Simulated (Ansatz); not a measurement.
# VC (sextet): from Hartree-Fock to the top rungs, def2-TZVPP

The task here is to estimate one member of a computed series from the others.

Method: def2-TZVPP, core rule «outside noble gas», up to 10 orbitals frozen; program: Ansatz 0.2.0, Gaussian basis.

To be run: UHF; CCSD(T) on ROHF; CCSD(T) on UHF; CCSDT(Q) on ROHF; CCSDT(Q) on UHF; CASSCF and MRCISD+Q, 9 electrons in 10 orbitals; CASSCF and NEVPT2, 9 electrons in 10 orbitals.

13 further runs of the same task are left out: 8 for a known fault of the program, 5 set aside as unsound or not needed. Runs told in other sessions of the task aren't counted.

## The geometry

The geometry is a PBE0/def2-TZVP stationary point (not a proven minimum) of the parent state, kept for this charge and spin.

2 atoms, charge 0, spin multiplicity 6.

Atoms are counted from 1 here; the program's logs count them from 0.

Bond lengths: V1–C2 1.643 Å.

The first run:

Input file in.yaml:

```yaml
crystal:
  periodic: [false, false, false]
  atoms:
    - {symbol: V, position_ang: [0.000000, 0.000000, 0.000000]}
    - {symbol: C, position_ang: [0.000000, 0.000000, 1.643200]}
basis:
  gaussian: {orbitals: def2-TZVPP}
magnetization: {spin_polarized: true, initial_magnetization: 5}
hamiltonian: {xc: hf}
output: {orbitals: {seedname: orbitals}}
```

Command:

```console
$ ansatz run in.yaml --threads 1 --pin off --events-out ev --progress --plain --max-ram 2816MiB --backend cpu
```

Among the steps run: UHF; CCSD(T) on ROHF; CCSD(T) on UHF; CCSDT(Q) on ROHF; CCSDT(Q) on UHF; CASSCF and MRCISD+Q, 9 electrons in 10 orbitals; CASSCF and NEVPT2, 9 electrons in 10 orbitals.

One of the session's tables, all rows but one given; the rest of the session is left out.

| method | from RCCSDT(Q) (kcal/mol) |
| --- | --- |
| ROHF | +178.65 |
| UHF | +165.39 |
| RMP2 | +27.68 |
| UMP2 | +50.96 |
| RCCSD | +15.42 |
| UCCSD | +14.49 |
| RCCSD(T) | ? |
| UCCSD(T) | +3.08 |
| RCCSDT | +0.61 |
| UCCSDT | +0.27 |
| RCCSDT(Q) | 0 |
| UCCSDT(Q) | -1.58 |
| CASSCF valence | +111.76 |
| NEVPT2 valence | +23.26 |
| MRCISD valence | +9.73 |
| MRCISD+Q valence | +2.39 |

**Question.** Estimate the row for RCCSD(T).

As computed: from RCCSDT(Q) (kcal/mol): +2.05. In the column «from RCCSDT(Q) (kcal/mol)» it lies between RCCSDT (+0.61) and MRCISD+Q valence (+2.39).

To keep in mind: The determinant of HF (⟨S²⟩ 9.29) is far from a pure spin state, so its energy mixes those of several spin states; that is harmless only where they are near-degenerate. The determinant of CCSD(T) (⟨S²⟩ 9.39) is far from a pure spin state, so its energy mixes those of several spin states; high orders of coupled cluster remove much of that, low ones don't. The determinant of CCSDT(Q) (⟨S²⟩ 9.39) is far from a pure spin state, so its energy mixes those of several spin states; high orders of coupled cluster remove much of that, low ones don't. The program flags UCCSD(T) as in doubt, so read those rows with care; the flags are large difference. Warnings: spin contamination; coupled cluster took another determinant than the lowest; large T1 diagnostic. Restricted and unrestricted rows rest on different reference determinants; a gap between their highest levels can come from leftover correlation error, from unlike frozen cores or from another state.
